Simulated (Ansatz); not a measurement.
**BFH₅NO₂ (built from SMILES F.NB(O)O): a reaction path by the nudged elastic band**

Aim: the minimum-energy path between two given structures and its highest point. Both ends were relaxed at PBE0-D4 in triple zeta.

Method: PBE0-D4/def2-SVP; program: Ansatz 0.2.0, Gaussian basis.

22 further runs of the same task are left out: 22 set aside as unsound or not needed. Runs told in other sessions of the task aren't counted.

## (1) Starting geometry

The first end: 10 atoms, charge 0, spin multiplicity 1.

Atoms are counted from 1 here; the program's logs count them from 0.

Bond lengths: B1–N2 1.451 Å, B1–O3 1.361 Å, B1–O4 1.363 Å, N2–H7 1.010 Å, N2–H8 1.009 Å, O3–H9 0.960 Å, O4–H10 0.962 Å, H5–F6 0.957 Å. Angles: N2–B1–O3 118.0°, N2–B1–O4 121.7°, O3–B1–O4 120.3°, B1–N2–H7 116.8°, B1–N2–H8 115.7°, H7–N2–H8 110.4°, B1–O3–H9 111.9°, B1–O4–H10 113.6°.

As a file:

```
B    -0.3766    0.2618   -0.5447
N     0.9545   -0.2269   -0.2374
O    -0.9305   -0.0995   -1.7340
O    -1.0839    1.0200    0.3407
H     0.6449   -0.8822    1.3089
F     0.3792   -0.8894    2.2280
H     1.6048    0.4378    0.1575
H     1.4006   -0.7667   -0.9642
H    -1.8534    0.1599   -1.7930
H    -0.7397    0.9854    1.2382
```

The second end:

```csv
atom,x (Å),y (Å),z (Å)
B1,-0.51357,-0.09588,0.07694
N2,1.17216,-0.25394,-0.04099
O3,-0.91648,-0.39674,-1.24570
O4,-0.77587,1.23257,0.50504
H5,1.61559,-0.22866,0.87052
F6,-0.81466,-1.06301,1.03836
H7,1.53021,0.50545,-0.60957
H8,1.39152,-1.13454,-0.49539
H9,-1.62193,0.19115,-1.51668
H10,-1.06707,1.24370,1.41759
```

## (2) The band at PBE0-D4/def2-SVP

Contents of neb/in.yaml:

```yaml
crystal:
  periodic: [false, false, false]
  atoms:
    - {symbol: B, position_ang: [-0.376645, 0.261831, -0.544664]}
    - {symbol: N, position_ang: [0.954531, -0.226949, -0.237364]}
    - {symbol: O, position_ang: [-0.930503, -0.099530, -1.734026]}
    - {symbol: O, position_ang: [-1.083909, 1.019969, 0.340656]}
    - {symbol: H, position_ang: [0.644945, -0.882171, 1.308860]}
    - {symbol: F, position_ang: [0.379184, -0.889404, 2.227983]}
    - {symbol: H, position_ang: [1.604760, 0.437764, 0.157547]}
    - {symbol: H, position_ang: [1.400621, -0.766661, -0.964187]}
    - {symbol: H, position_ang: [-1.853428, 0.159865, -1.792950]}
    - {symbol: H, position_ang: [-0.739656, 0.985385, 1.238246]}
basis:
  gaussian: {orbitals: def2-SVP}
hamiltonian: {xc: pbe0, dispersion: d4}
neb:
  images: 5
  climbing: true
  max_iterations: 40
  initial_path: idpp
  final_atoms:
    - {symbol: B, position_ang: [-0.513565, -0.095885, 0.076938]}
    - {symbol: N, position_ang: [1.172165, -0.253943, -0.040994]}
    - {symbol: O, position_ang: [-0.916484, -0.396741, -1.245703]}
    - {symbol: O, position_ang: [-0.775875, 1.232573, 0.505037]}
    - {symbol: H, position_ang: [1.615589, -0.228659, 0.870515]}
    - {symbol: F, position_ang: [-0.814659, -1.063008, 1.038363]}
    - {symbol: H, position_ang: [1.530207, 0.505454, -0.609574]}
    - {symbol: H, position_ang: [1.391522, -1.134541, -0.495385]}
    - {symbol: H, position_ang: [-1.621929, 0.191154, -1.516684]}
    - {symbol: H, position_ang: [-1.067070, 1.243696, 1.417587]}
```

Command:

```console
> ansatz run in.yaml --threads 4 --pin off --events-out ev --progress --plain --max-ram 9574MiB
```

The program printed:

```text
Functional definition: PBE0
  name "PBE0"
  cite "Adamo & Barone, J. Chem. Phys. 110, 6158 (1999) doi:10.1063/1.478522"
  cite "Perdew, Burke & Ernzerhof, Phys. Rev. Lett. 77, 3865 (1996) doi:10.1103/PhysRevLett.77.3865"
  parent pbe
  parameter a = 0.25
  parameter kappa = 0.804
  parameter beta = 0.06672455060314922
  exchange = (1 - a)*pbe_x(kappa = kappa, mu = beta*pi^2/3) + a*exact_x
  correlation = pbe_c(beta = beta)
1017 factors; integrals over basis functions are off by at most 4.6e-4 eV
mean field evaluation 1: about -9037.6156 eV, gradient 7.2e1 eV
mean field evaluation 2: about -9033.0278 eV, gradient 8.8e1 eV
mean field evaluation 4: about -9046.5767 eV, gradient 2.3e0 eV
mean field evaluation 8: about -9046.6349 eV, gradient 1.5e-1 eV
mean field evaluation 16: about -9046.6349 eV, gradient 5.2e-5 eV
mean field -9046.63489487 eV, -332.4577003570 hartree, gradient 5.2e-5 eV, S^2 0.000000; 0 other end points of the search recorded, 0 dependent functions left out
the calculation of the forces begins
reference -9046.63491631 eV, -332.4577011449 hartree; 21, 21 occupied and 74, 74 virtual orbitals, 1017 factors
[... from here to the last solve, the lines of the solves are left out (102 solves) ...]
WARN: NEB end point (image 0): max|allowed force component| = 2.301e-1 eV/Å (the criterion of neb.relax_end_points is 1.000e-2). That is over neb.f_tol: it is no minimum, so the barrier can be far off. Relax it first
WARN: NEB end point (image 6): max|allowed force component| = 2.356e-1 eV/Å (the criterion of neb.relax_end_points is 1.000e-2). That is over neb.f_tol: it is no minimum, so the barrier can be far off. Relax it first
NEB iter   1: max|band force component| = 4.600e0 eV/Å  barrier→ = 2.6953 eV  barrier← = 3.2818 eV  Δτ_max = 0.2000 Å  (183 SCF iters)
NEB iter   2: max|band force component| = 2.445e0 eV/Å  barrier→ = 1.3395 eV  barrier← = 1.9260 eV  Δτ_max = 0.2000 Å  (142 SCF iters)
NEB iter   3: max|band force component| = 5.235e0 eV/Å  barrier→ = 1.1715 eV  barrier← = 1.7580 eV  Δτ_max = 0.1003 Å  (159 SCF iters)
NEB iter   4: max|band force component| = 9.439e-1 eV/Å  barrier→ = 0.9071 eV  barrier← = 1.4936 eV  Δτ_max = 0.1379 Å  (141 SCF iters)
NEB iter   5: max|band force component| = 7.445e-1 eV/Å  barrier→ = 0.8093 eV  barrier← = 1.3957 eV  Δτ_max = 0.1990 Å  (143 SCF iters)
NEB iter   6: max|band force component| = 7.777e-1 eV/Å  barrier→ = 0.6893 eV  barrier← = 1.2758 eV  Δτ_max = 0.0715 Å  (140 SCF iters)
NEB iter   7: max|band force component| = 5.195e-1 eV/Å  barrier→ = 0.6467 eV  barrier← = 1.2332 eV  CI = image 3  Δτ_max = 0.1003 Å  (146 SCF iters)
NEB iter   8: max|band force component| = 4.520e-1 eV/Å  barrier→ = 0.6577 eV  barrier← = 1.2442 eV  CI = image 3  Δτ_max = 0.0830 Å  (147 SCF iters)
NEB iter   9: max|band force component| = 2.788e-1 eV/Å  barrier→ = 0.6442 eV  barrier← = 1.2307 eV  CI = image 3  Δτ_max = 0.0531 Å  (147 SCF iters)
NEB iter  10: max|band force component| = 1.279e-1 eV/Å  barrier→ = 0.6415 eV  barrier← = 1.2280 eV  CI = image 3  Δτ_max = 0.0368 Å  (140 SCF iters)
NEB iter  11: max|band force component| = 9.591e-2 eV/Å  barrier→ = 0.6398 eV  barrier← = 1.2263 eV  CI = image 3  Δτ_max = 0.0504 Å  (143 SCF iters)
NEB iter  12: max|band force component| = 5.291e-2 eV/Å  barrier→ = 0.6386 eV  barrier← = 1.2250 eV  CI = image 3  Δτ_max = 0.0288 Å  (143 SCF iters)
1017 factors; integrals over basis functions are off by at most 1.2e-3 eV
mean field -9047.21641981 eV, -332.4790710046 hartree, gradient 1.8e-6 eV, S^2 0.000000; 0 other end points of the search recorded, 0 dependent functions left out
the calculation of the forces begins
reference -9047.21644179 eV, -332.4790718123 hartree; 21, 21 occupied and 74, 74 virtual orbitals, 1017 factors
NEB iter  13: max|band force component| = 4.849e-2 eV/Å  barrier→ = 0.6378 eV  barrier← = 1.2243 eV  CI = image 3  CI's point: of a kind that is not told: the force calls were inconclusive, a negative curvature could not be distinguished from the path's own, the only one lies far off the path, or fixed occupations may fill a level only in part  Δτ_max = 0.0000 Å  (969 SCF iters)
Total energy: -9046.11374588 eV, -332.4385484851 hartree
Atom 0 at    -0.356296     0.164452    -0.165239 Å, force     0.034118     0.001358    -0.027849 eV/Å
Atom 1 at     1.141535    -0.195362    -0.227043 Å, force     0.016045     0.015309     0.009705 eV/Å
Atom 2 at    -1.057266    -0.343697    -1.220925 Å, force    -0.009917     0.006806     0.024782 eV/Å
Atom 3 at    -0.781257     1.301940     0.484271 Å, force    -0.021888     0.012648     0.013771 eV/Å
Atom 4 at     0.717368    -0.924722     0.707009 Å, force    -0.006529     0.001753     0.001045 eV/Å
Atom 5 at    -0.308023    -1.082776     1.238335 Å, force    -0.002063    -0.006715    -0.009781 eV/Å
Atom 6 at     1.786513     0.555839     0.001615 Å, force    -0.008561    -0.006613    -0.002107 eV/Å
Atom 7 at     1.417355    -0.656639    -1.090312 Å, force    -0.007916    -0.009642     0.005376 eV/Å
Atom 8 at    -1.985771    -0.101348    -1.150014 Å, force    -0.005178    -0.011014    -0.011548 eV/Å
Atom 9 at    -0.574255     1.282411     1.422405 Å, force     0.011888    -0.003890    -0.003394 eV/Å
Dipole moment:     0.495065     0.217040    -0.081440 e Å
```

Run time: 1.7 min. Hardware: 4 threads of Arm Neoverse V1, shared host.

The last band:

```csv
image,path (Å),energy (kcal/mol),B1–F6 (Å),N2–H5 (Å),B1–N2 (Å),H5–F6 (Å)
0,0.00,0.0,3.10,1.71,1.45,0.96
1,0.68,0.2,2.81,1.69,1.45,0.96
2,1.36,2.3,2.57,1.65,1.46,0.96
3,2.04,14.7,1.88,1.26,1.54,1.17
4,2.80,-10.4,1.43,1.02,1.67,1.97
5,3.56,-13.5,1.40,1.02,1.69,2.43
6,4.31,-13.5,1.40,1.01,1.70,2.57
```

The highest image, 3:

```xyz
10
BFH5NO2
B    -0.3563    0.1645   -0.1652
N     1.1415   -0.1954   -0.2270
O    -1.0573   -0.3437   -1.2209
O    -0.7813    1.3019    0.4843
H     0.7174   -0.9247    0.7070
F    -0.3080   -1.0828    1.2383
H     1.7865    0.5558    0.0016
H     1.4174   -0.6566   -1.0903
H    -1.9858   -0.1013   -1.1500
H    -0.5743    1.2824    1.4224
```

## (3) Results

| quantity | value |
| --- | --- |
| PBE0-D4/def2-SVP, 13 iterations | highest 14.7 kcal/mol (image 3), last end -13.5 kcal/mol |
| from earlier runs: barrier over the separately found saddle, CCSD(T)/def2-TZVPP | 20.8 kcal/mol |

The highest image lies 14.7 kcal/mol above the first end, and it climbed, so it estimates the saddle. The ends are not quite minima at this level (largest force component 0.24 eV/Å), so the heights are unreliable: relaxing the first end would lower it and raise the barrier above it. The highest image is 6.1 kcal/mol below the CCSD(T) barrier in triple zeta, which comes from separate runs on the saddle.
